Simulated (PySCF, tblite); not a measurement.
# C6H7BN2: geometry, infrared bands and NMR shifts

Aim: predict the infrared bands and NMR shifts of C6H7BN2 (`N#C[BH2-][n+]1ccccc1`).

Programs: tblite 0.8.0 and PySCF 2.14.0, with density-fitted response routines of our own. Each step states its level of theory. These are calculated values for one molecule in the gas phase, unless marked as measured. Atoms count from 0, in the outputs and in this text.

## 1. The starting structure

16 atoms, charge 0, multiplicity 1; geometry from: force field or distance geometry start.

Bonds of the start (Å): N0–C1 1.18, C1–B2 1.53, B2–N3 1.53, N3–C4 1.35, C4–C5 1.37, C5–C6 1.39, C6–C7 1.40, C7–C8 1.39, C8–N3 1.36, B2–H9 1.20, B2–H10 1.19, C4–H11 1.07, C5–H12 1.08, C6–H13 1.07, C7–H14 1.09, C8–H15 1.09.

## 2. Relaxing the molecule with GFN2-xTB

The job: settings as JSON, then the geometry in Å.

```
{"job": {"kind": "relax", "xc": "GFN2-xTB", "basis": "xTB"}, "charge": 0, "multiplicity": 1}
N     -3.142100    -1.526400     1.417800
C     -2.645800    -0.747500     0.689300
B     -1.972300     0.249400    -0.254200
N     -0.446200     0.131000    -0.172100
C      0.175100    -1.013100    -0.523900
C      1.542700    -1.056100    -0.423200
C      2.307700     0.007000     0.043400
C      1.635400     1.170000     0.423900
C      0.251400     1.198900     0.306200
H     -2.344200     1.368800    -0.059600
H     -2.287500    -0.011400    -1.369700
H     -0.429300    -1.817700    -0.886700
H      2.023800    -1.976300    -0.711600
H      3.366400    -0.106200     0.101400
H      2.200800     2.022600     0.793200
H     -0.243700     2.116000     0.614300
```

Launch:

```sh
$ OMP_NUM_THREADS=1 python probes_run.py task.json out
```

This one command runs all jobs of the session in turn.

**Question.** This job is followed by: GFN2-xTB harmonic vibrations, gas phase; GIAO PBE0/pcSseg-1 NMR shielding, non-relativistic, gas phase. Predict these results of the whole session: strongest single infrared mode (GFN2-xTB); zero-point energy (GFN2-xTB); ¹³C shifts against TMS (PBE0/pcSseg-1, means over atoms taken as alike); ¹H shifts against TMS (PBE0/pcSseg-1, means over atoms taken as alike); ¹⁵N shifts against NH3 (PBE0/pcSseg-1); ¹¹B shifts against BF3·OEt2 (PBE0/pcSseg-1).

The runs gave:

| quantity | value |
| --- | --- |
| strongest single infrared mode (GFN2-xTB) | 2354 cm⁻¹, 222 km/mol |
| zero-point energy (GFN2-xTB) | 74.2 kcal/mol |
| ¹³C shifts against TMS (PBE0/pcSseg-1, means over atoms taken as alike) | 155.4, 147.4, 138.5, 131.8 ppm |
| ¹H shifts against TMS (PBE0/pcSseg-1, means over atoms taken as alike) | 9.05, 8.26, 7.80, 3.09 ppm |
| ¹⁵N shifts against NH3 (PBE0/pcSseg-1) | 329.0, 275.7 ppm |
| ¹¹B shifts against BF3·OEt2 (PBE0/pcSseg-1) | -24.5 ppm |

In words: Relaxing lowered the energy by 0.252 eV in 50 steps; the close pair that moved most is N3–C8, from 1.362 to 1.329 Å. The lowest mode is slightly imaginary (8i cm⁻¹), a soft motion within the noise of the Hessian, so the minimum is not strictly shown. The strongest single mode, at 2354 cm⁻¹, moves mainly C1 and N0. Unscaled tight-binding wavenumbers are off by several per cent, some by more. Its intensities can rank the bands wrongly. At PBE0/pcSseg-1: Shielding is most anisotropic at N0 (span 507 ppm, paramagnetic term -401 ppm). NICS(1)zz of -27 ppm above the planar ring from N3 marks a diatropic (aromatic) ring current.
